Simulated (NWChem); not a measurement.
# B2PH5Cl− (SMILES B[BH-](P)Cl): levels of theory compared

We compute a comparison of 4 runs (HF/def2-SVP, PBE0/def2-SVP, B3LYP/6-31+G*, MP2/6-31G) of B2PH5Cl−. 

Program for the calculation: NWChem 7.3.0.

## (1) The structure to begin with

B2PH5Cl− has 9 atoms, charge -1, and is taken as a singlet. As SMILES, `B[BH-](P)Cl`. The coordinates come from a GFN2-xTB relaxation. This is one conformer, not always the lowest.

Bond lengths: B1–B2 1.656 Å, B2–P3 2.043 Å, B2–Cl4 1.898 Å, B1–H5 1.185 Å, B1–H6 1.188 Å, B2–H7 1.203 Å, P3–H8 1.390 Å, P3–H9 1.391 Å. Some angles: B1–B2–P3 103.1°, B1–B2–Cl4 116.4°, P3–B2–Cl4 102.3°, B1–B2–H7 121.1°, P3–B2–H7 105.7°, Cl4–B2–H7 106.0°, B2–B1–H5 125.8°, B2–B1–H6 120.3°, B2–P3–H8 95.7°, B2–P3–H9 96.7°.

## (2) Energy and gradient at HF/def2-SVP (run 1)

The input, nw.nw:

```
start nw
title "B2ClH5P gradient"
memory total 2200 mb
charge -1

geometry units angstroms noautosym nocenter noautoz
B    -0.276840    1.421670   -0.392160
B    -0.063890   -0.207460   -0.602040
P    -0.071740   -0.925960    1.310380
Cl   -1.507580   -1.151180   -1.393680
H    -1.316900    1.989410   -0.385210
H     0.642770    2.113670   -0.096870
H     0.935010   -0.643960   -1.110750
H     0.481520   -2.161550    0.996520
H     1.177640   -0.434640    1.673820
end

basis spherical bse
B library def2-SVP
P library def2-SVP
Cl library def2-SVP
H library def2-SVP
end

scf
singlet
rhf
thresh 1e-08
maxiter 80
print low
end

task scf gradient
```

Run with:

```
$ nwchem nw.nw > nw.out
```

Log:

```text
[...]
  functions       =    89
[...]
  wavefunction    = RHF
[...]
         Total SCF energy =   -852.250316028020
      One-electron energy =  -1526.764252911099
      Two-electron energy =    503.371301069291
 Nuclear repulsion energy =    171.142635813787
        Time for solution =     11.1s
[...]
                         RHF ENERGY GRADIENTS
    atom               coordinates                        gradient
                 x          y          z           x          y          z
   1 B      -0.523152   2.686567  -0.741075   -0.001870  -0.002393   0.001326
   2 B      -0.120735  -0.392043  -1.137691   -0.003826   0.015532  -0.006633
   3 P      -0.135569  -1.749811   2.476259    0.007442  -0.007793  -0.001761
   4 Cl     -2.848913  -2.175415  -2.633673    0.018612   0.008141   0.013134
   5 H      -2.488580   3.759440  -0.727941    0.013683  -0.006501   0.001109
   6 H       1.214659   3.994257  -0.183058   -0.011891  -0.009988  -0.004136
   7 H       1.766913  -1.216908  -2.099013   -0.008583  -0.003939   0.004451
   8 H       0.909941  -4.084737   1.883150   -0.000599   0.014683   0.002361
   9 H       2.225417  -0.821351   3.163061   -0.012968  -0.007743  -0.009852
 Task  times  cpu:       14.0s     wall:       14.0s
[...]
```

Run time: 15 s. Hardware: 1 thread of Intel Xeon Platinum 8488C (Sapphire Rapids), shared host; peak memory 0.11 GiB.

## (3) Energy and forces at PBE0/def2-SVP (run 2)

The input, b2clh5p.nw:

```
START b2clh5p
TITLE "B2ClH5P PBE0"
memory stack 880 mb heap 220 mb global 1100 mb
charge -1

GEOMETRY units angstroms noautosym nocenter noautoz
 B     -0.276840     1.421670    -0.392160
 B     -0.063890    -0.207460    -0.602040
 P     -0.071740    -0.925960     1.310380
 Cl    -1.507580    -1.151180    -1.393680
 H     -1.316900     1.989410    -0.385210
 H      0.642770     2.113670    -0.096870
 H      0.935010    -0.643960    -1.110750
 H      0.481520    -2.161550     0.996520
 H      1.177640    -0.434640     1.673820
END

BASIS spherical bse
 * library def2-SVP
END

DFT
 xc pbe0
 grid xfine
 convergence energy 1e-08
 iterations 100
 mulliken
END

TASK dft gradient
```

Run with:

```
$ nwchem b2clh5p.nw > b2clh5p.out
```

Log:

```text
[...]
          Wavefunction type:  closed shell.
          No. of atoms     :     9
          No. of electrons :    48
[...]
          Charge           :    -1
          Spin multiplicity:     1
[...]
          AO basis - number of functions:    89
[...]
              XC Information
              --------------
                         PBE0 Method XC Functional
                     Hartree-Fock (Exact) Exchange  0.250
          PerdewBurkeErnzerhof Exchange Functional  0.750
            Perdew 1991 LDA Correlation Functional  1.000 local
           PerdewBurkeErnz. Correlation Functional  1.000 non-local
[...]
 d= 0,ls=0.0,diis     1   -853.5494438794 -1.02D+03  2.21D-02  6.85D-01     3.6
[...]
 d= 0,ls=0.0,diis    10   -853.6574101699 -1.10D-09  7.60D-07  8.08D-10    32.9
         Total DFT energy =     -853.657410169923
      One electron energy =    -1527.138693090173
           Coulomb energy =      563.722143156535
    Exchange-Corr. energy =      -61.383496050072
 Nuclear repulsion energy =      171.142635813787
[...]
      Total Density - Mulliken Population Analysis
     ---------------------------------------------
    Atom       Charge   Shell Charges
 -----------   ------   -------------------------------------------------------
    1 B    5     5.05   1.99  0.85  0.23  1.48  0.49  0.03
    2 B    5     5.04   1.99  0.79  0.03  1.64  0.53  0.06
    3 P   15    15.12   2.00  1.98  1.17  0.60  5.92  1.49  1.86  0.09
    4 Cl  17    17.38   2.00  1.98  1.22  0.73  5.93  2.14  3.36  0.02
    5 H    1     1.08   0.75  0.32  0.01
    6 H    1     1.10   0.75  0.34  0.01
    7 H    1     1.09   0.73  0.35  0.01
    8 H    1     1.06   0.74  0.30  0.02
    9 H    1     1.08   0.74  0.32  0.02
[...]
  wavefunction    = closed shell
                         DFT ENERGY GRADIENTS
    atom               coordinates                        gradient
                 x          y          z           x          y          z
   1 B      -0.523152   2.686567  -0.741075   -0.004059   0.013316   0.000060
   2 B      -0.120735  -0.392043  -1.137691    0.006074   0.008177  -0.003407
   3 P      -0.135569  -1.749811   2.476259    0.020806  -0.014864   0.000196
   4 Cl     -2.848913  -2.175415  -2.633673    0.010055   0.004105   0.006153
   5 H      -2.488580   3.759440  -0.727941    0.016496  -0.008029   0.001294
   6 H       1.214659   3.994257  -0.183058   -0.014417  -0.011602  -0.005007
   7 H       1.766913  -1.216908  -2.099013   -0.010937  -0.001333   0.004362
   8 H       0.909941  -4.084737   1.883150   -0.005910   0.017845   0.005160
   9 H       2.225417  -0.821351   3.163061   -0.018109  -0.007617  -0.008811
[...]
```

Wall time 41 s (1 thread of Intel Xeon Platinum 8488C (Sapphire Rapids), shared host); peak memory 0.15 GiB.

Run 3 isn't shown in full; the table further down has it.

## (4) Energy and gradient at MP2/6-31G (run 4)

The input, b2clh5p.nw:

```
start b2clh5p
memory 2200 mb
charge -1

geometry units angstrom noautosym nocenter noautoz
  B     -0.276840     1.421670    -0.392160
  B     -0.063890    -0.207460    -0.602040
  P     -0.071740    -0.925960     1.310380
  Cl    -1.507580    -1.151180    -1.393680
  H     -1.316900     1.989410    -0.385210
  H      0.642770     2.113670    -0.096870
  H      0.935010    -0.643960    -1.110750
  H      0.481520    -2.161550     0.996520
  H      1.177640    -0.434640     1.673820
end

basis "ao basis" spherical bse
  * library 6-31G
end

scf
  thresh 1e-08
  maxiter 80
  noprint "final vectors analysis"
end

mp2
  freeze core 12
  tight
end

task mp2 gradient
```

Run with:

```
$ nwchem b2clh5p.nw > b2clh5p.out
```

Log:

```text
[...]
  functions       =    54
[...]
  wavefunction    = RHF
[...]
         Total SCF energy =   -852.429394122772
      One-electron energy =  -1526.529926978694
      Two-electron energy =    502.957897042134
 Nuclear repulsion energy =    171.142635813787
        Time for solution =      6.8s
[...]
          Total MP2 energy          -852.643857997146
[...]
                         mp2 ENERGY GRADIENTS
    atom               coordinates                        gradient
                 x          y          z           x          y          z
   1 B      -0.523152   2.686567  -0.741075   -0.003446   0.004509   0.001370
   2 B      -0.120735  -0.392043  -1.137691   -0.013971  -0.001430  -0.005204
   3 P      -0.135569  -1.749811   2.476259    0.023737  -0.013270  -0.011404
   4 Cl     -2.848913  -2.175415  -2.633673    0.029164   0.015528   0.021413
   5 H      -2.488580   3.759440  -0.727941    0.013064  -0.005839   0.001601
   6 H       1.214659   3.994257  -0.183058   -0.011363  -0.009141  -0.004202
   7 H       1.766913  -1.216908  -2.099013   -0.005851  -0.004400   0.003565
   8 H       0.909941  -4.084737   1.883150   -0.005402   0.027993   0.006612
   9 H       2.225417  -0.821351   3.163061   -0.025931  -0.013950  -0.013751
[...]
```

Wall time 19 s (1 thread of Intel Xeon Platinum 8488C (Sapphire Rapids), shared host); peak memory 0.13 GiB.

## (5) The series

```csv
run,level,iteration cap,module,energy (Eh),largest force (eV/Å),wall time
1,HF/def2-SVP,80,scf,-852.250316,1.244,15 s
2,PBE0/def2-SVP,100,dft,-853.657410,1.315,41 s
3,B3LYP/6-31+G* (spherical functions),100,dft,-854.321751,1.041,32 s
4,MP2/6-31G,80,mp2,-852.643858,2.025,19 s
```

## (6) Results

| quantity | value |
| --- | --- |
| run 4: total energy | -852.64386 Eh |
| run 4: correlation energy (12 core orbitals frozen) | -214.5 mEh |
| run 4: largest force on an atom | 2.025 eV/Å |

What this shows: Totals of different functionals can't be ranked against each other. All runs together took 1.8 min, the longest 41 s.
